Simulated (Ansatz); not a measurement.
# CH₄AsB (SMILES C=B[AsH2]): one structure at several levels

An exercise on one series of results from a longer session: the logs are not shown, and one member is left open.

Computed with Ansatz 0.2.0, Gaussian basis. Level: single points in def2-TZVPP.

Cores are frozen in the correlated methods. Filled d shells of the heavier atoms are correlated.

**Where the work starts**

SMILES `C=B[AsH2]`, 7 atoms, charge 0, spin multiplicity 1.

Atoms are counted from 1 here; the program's logs count them from 0.

Bond lengths: C1–B2 1.414 Å, C1–H4 1.084 Å, C1–H5 1.054 Å, B2–As3 1.925 Å, As3–H6 1.485 Å, As3–H7 1.532 Å. Angles: B2–C1–H4 127.7°, B2–C1–H5 121.9°, H4–C1–H5 110.3°, C1–B2–As3 172.4°, B2–As3–H6 95.9°, B2–As3–H7 98.7°, H6–As3–H7 89.4°.

Coordinates:

```xyz
7

C    -1.24430    0.18940   -0.93950
B    -0.20790   -0.12700   -0.03130
As    1.15370   -0.80200    1.15080
H    -2.09420   -0.42370   -1.21540
H    -1.27920    1.11260   -1.44600
H     1.22510    0.40780    2.00870
H     2.38690   -0.31200    0.38610
```

Set-up of the first run:

Contents of run/in.yaml:

```yaml
crystal:
  periodic: [false, false, false]
  atoms:
    - {symbol: C, position_ang: [-1.244300, 0.189400, -0.939500]}
    - {symbol: B, position_ang: [-0.207900, -0.127000, -0.031300]}
    - {symbol: As, position_ang: [1.153700, -0.802000, 1.150800]}
    - {symbol: H, position_ang: [-2.094200, -0.423700, -1.215400]}
    - {symbol: H, position_ang: [-1.279200, 1.112600, -1.446000]}
    - {symbol: H, position_ang: [1.225100, 0.407800, 2.008700]}
    - {symbol: H, position_ang: [2.386900, -0.312000, 0.386100]}
basis:
  gaussian: {orbitals: def2-TZVPP}
correlation: {method: ccsd_t}
output: {forces: true}
```

No record of the launch command was kept for these runs.

Among the steps run: CCSD(T)/def2-TZVPP; PBE0-D4/def2-TZVPP; wB97M-V/def2-TZVPP; r2SCAN-D4/def2-TZVPP; PBE-D4/def2-TZVPP; HSE06-D4/def2-TZVPP; BHLYP-D4/def2-TZVPP.

One table of the session follows, with a row left open; its other results are not shown here.

| method | RMS force component (eV/Å) | angle to CCSD(T) forces (°) | dipole (D) |
| --- | --- | --- | --- |
| CCSD(T) | 0.664 | reference | 0.88 |
| PBE0-D4 | 0.780 | 11.5 | 0.95 |
| wB97M-V | 0.829 | 12.2 | 0.98 |
| r2SCAN-D4 | 0.736 | 11.5 | 0.91 |
| PBE-D4 | 0.748 | 16.4 | 0.91 |
| HSE06-D4 | ? | ? | ? |
| BHLYP-D4 | 0.857 | 16.6 | 0.95 |

Estimate the missing values for HSE06-D4.

The run gave: RMS force component (eV/Å): 0.775; angle to CCSD(T) forces (°): 11.5; dipole (D): 0.95. In the column «RMS force component (eV/Å)» it lies between PBE-D4 (0.748) and PBE0-D4 (0.780).
